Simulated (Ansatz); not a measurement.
The system is Ga3Se.

```
Se Ga
1.0
     4.43246    0.00000    0.00000
     0.00000    4.43246    0.00000
     0.00000    0.00000    4.43246
Se Ga
1 3
Direct
  0.00000 0.00000 0.00000
  0.50000 0.50000 0.00000
  0.50000 0.00000 0.50000
  0.00000 0.50000 0.50000
```

The cell comes from a database or a generator and needn't be the stable form of this composition.

Below is the output of Ansatz 0.2.0 for this cell. Logs are shortened: lines on timing, memory, paths and dates and some standing lists are left out, and cuts for length are marked.

```text
Warning: RAYON_NUM_THREADS=2 ignored (pool sized by the plan → 2); use --threads N
zone centre: on kpoints.mp_grid the ground state, and the responses unless they are solved on pairs of k-points, stand on 64 of the mesh's 216 k-points, reduced under 8 symmetry operations, with k and −k counted as one. Each operation leaves every solved displacement unchanged or reverses it
Engine: ansatz 0.2.0, aarch64-unknown-linux-gnu
Pseudopotentials: kind: paw
Pseudopotential: Se, paw, valence charge 16, recommended cutoff 420 eV (normal), Se.paw.azcp
Pseudopotential: Ga, paw, valence charge 13, recommended cutoff 420 eV (normal), Ga.paw.azcp
Functional definition: PBEsol
  exchange = pbesol_x
  correlation = pbesol_c
Crystal: 4 atoms, lattice volume = 87.084 Å³
Basis set: ecut = 420 eV, 1743 PW (Γ), exchange–correlation on 60×60×60 points (8 copies of the dense FFT grid, shifted against one another)
Bands: 33, of which v1, the nominal top of the filled ones, is band 28 counted from 1 (27 counted from 0)
Symmetry: 48 space group operations
k-points: 64 of 216 (irreducible under 8 space group operations)
Non-local potential: Se, projectors of the file, l = 0: 2, l = 1: 2, l = 2: 3, l = 3: 1
Non-local potential: Ga, projectors of the file, l = 0: 2, l = 1: 2, l = 2: 3, l = 3: 1
PAW form: soft (Blöchl's): semilocal exchange-correlation on the pseudo side does not see the compensation charge
PAW frozen core: Se, regenerated for the run's functional, and the local potential with it (the file was generated under x = pbe(κ = 0.804, μ = 0.2195149727645171), c = pbe(β = 0.06672455060314922))
PAW frozen core: Ga, regenerated for the run's functional, and the local potential with it (the file was generated under x = pbe(κ = 0.804, μ = 0.2195149727645171), c = pbe(β = 0.06672455060314922))
PAW one-centre angular grid: Se, 590 points (default); XC on 64 Gauss nodes
PAW one-centre angular grid: Ga, 590 points (default); XC on 64 Gauss nodes
Initial density: superposition of atomic densities (neutral atoms: chi_scale 0, normalization atom), corrected by the library's trained network
Initial wavefunctions: pseudopotential atomic-orbital guess
[... 17 lines left out ...]
Harris-Foulkes:  -16653.848497 eV  (|F-HF|=7.28e-12)
Internal energy: -16653.837958 eV  (E = F + TS)
E sigma→0 (E₀):  -16653.843227 eV
Entropy (-TS):   -0.010539 eV (-2.635 meV/atom)
Fermi energy:    8.506494 eV
--- Per-component energies (eV) ---
  E_band       = -533.570660
  E_kinetic    = 457.624982
  E_local      = -7841.646622  (includes V_loc(G=0)·N_el)
  E_nonlocal   = 674.741462
  E_hartree    = 3718.607466
  E_xc         = -308.650127
  E_vxc        = -270.880426  (∫ρ·V_xc dr)
  E_paw        = -7701.318074  (= ΣΔE_a)
  E_vpaw       = -990.623916  (= ΣTr[D̂ρ^β])
  E_aug_tail   = -0.001022  (compensation charges beyond the density's cutoff)
  E_ewald      = -5656.793407
  E_core_change = 3.597384  (= ΣΔE_core)
  E_smearing   = -0.010539  (= −TS)
  E_closure    = -0.000000  (closes the sum)
  Σ components = -16653.848497   (vs F -16653.848497, Δ=0.00e0)
--- Band table (eV; the first three rows and the last of 64) ---
  k-point 0: bands = ["-39.4141", "-39.4141", "-39.4140", "-39.4140", "-39.4140", "-6.4915", "-6.4689", "-6.4689", "-6.4689", "-6.4160", "-6.4160", "-6.3387", "-6.3387", "-6.3387", "-6.2778", "-6.2778", "-6.2663", "-6.2261", "-6.2261", "-6.2261", "-4.9701", "1.0030", "4.7876", "4.7876", "4.7876", "5.6673", "5.6673", "10.1172", "10.1172", "10.1172", "12.8986", "12.8986", "12.8986"]
  k-point 1: bands = ["-39.4141", "-39.4140", "-39.4140", "-39.4140", "-39.4140", "-6.4745", "-6.4658", "-6.4553", "-6.4553", "-6.4140", "-6.4062", "-6.3416", "-6.3400", "-6.3400", "-6.2869", "-6.2776", "-6.2737", "-6.2429", "-6.2429", "-6.2260", "-4.8905", "0.7961", "3.8249", "4.9616", "4.9616", "5.8008", "7.0628", "9.7362", "9.7661", "9.7661", "11.7017", "12.4034", "12.4034"]
  k-point 2: bands = ["-39.4141", "-39.4140", "-39.4140", "-39.4140", "-39.4140", "-6.4592", "-6.4341", "-6.4184", "-6.4184", "-6.4080", "-6.3820", "-6.3479", "-6.3431", "-6.3431", "-6.3148", "-6.2938", "-6.2860", "-6.2860", "-6.2766", "-6.2260", "-4.7109", "0.2833", "3.3123", "5.4073", "5.4073", "6.1308", "7.6682", "8.8158", "8.8158", "10.2676", "10.5712", "12.4076", "12.4076"]
  k-point 63: bands = ["-39.4140", "-39.4140", "-39.4140", "-39.4140", "-39.4140", "-6.5384", "-6.4172", "-6.4172", "-6.4172", "-6.4064", "-6.4064", "-6.4064", "-6.3193", "-6.3193", "-6.3029", "-6.3029", "-6.3029", "-6.2511", "-6.2511", "-6.2511", "-4.0100", "3.4415", "3.4415", "3.4415", "3.6388", "3.6388", "3.6388", "5.0166", "12.4753", "12.4753", "12.4753", "17.0247", "17.0247"]
--- Phonons (Γ-DFPT): 3 representative perturbations + reference, on 64 of 216 k-points (Σ response iterations 10) ---
  k mesh reduced under 8 symmetry operations, with k and −k counted as one. Each operation leaves every solved displacement unchanged or reverses it
  ASR residual: 1.141e-4 → 0.000e0 eV/Å²; symmetrization residual: 9.347e-6 eV/Å²
  ASR residual per site (eV/Å²): 6.68e-5 1.14e-4 1.14e-4 1.14e-4
  Γ frequencies (cm⁻¹): -18.09 -18.09 -18.09 0.00 0.00 0.00 35.05 35.05 35.05 98.57 98.57 98.57
  non-analytic LO–TO correction: not included (Born effective charges unavailable; polar crystals: no LO–TO splitting at Γ)
```

Q: Write the input and the command behind it.

A: Phonons with PBEsol, no spin polarisation. The files as run (others can give the same):

input.yaml
```yaml
crystal:
  lattice:
    - [4.432465, 0.0, 0.0]
    - [0.0, 4.432465, 0.0]
    - [0.0, 0.0, 4.432465]
  atoms:
    - { symbol: Se, position: [0.0, 0.0, 0.0] }
    - { symbol: Ga, position: [0.5, 0.5, 0.0] }
    - { symbol: Ga, position: [0.5, 0.0, 0.5] }
    - { symbol: Ga, position: [0.0, 0.5, 0.5] }
hamiltonian:
  xc: pbesol
  pseudopotentials: { kind: paw }
kpoints:
  mp_grid: { grid: [6, 6, 6] }
scf:
  occupations: { method: fermi_dirac, width: 0.05 }
phonons:
  method: dfpt
```

Potentials or basis: Ansatz PAW.
The run is started by
```sh
$ ansatz run input.yaml --threads 2 --pin off --max-ram 5632MiB --backend cpu --events-out ev --progress --plain --runs-dir out
```

Caveat: some modes are imaginary; the PAW data sets come from PBE, with cores solved anew for the run's functional, which leaves a small shift of forces and pressure.
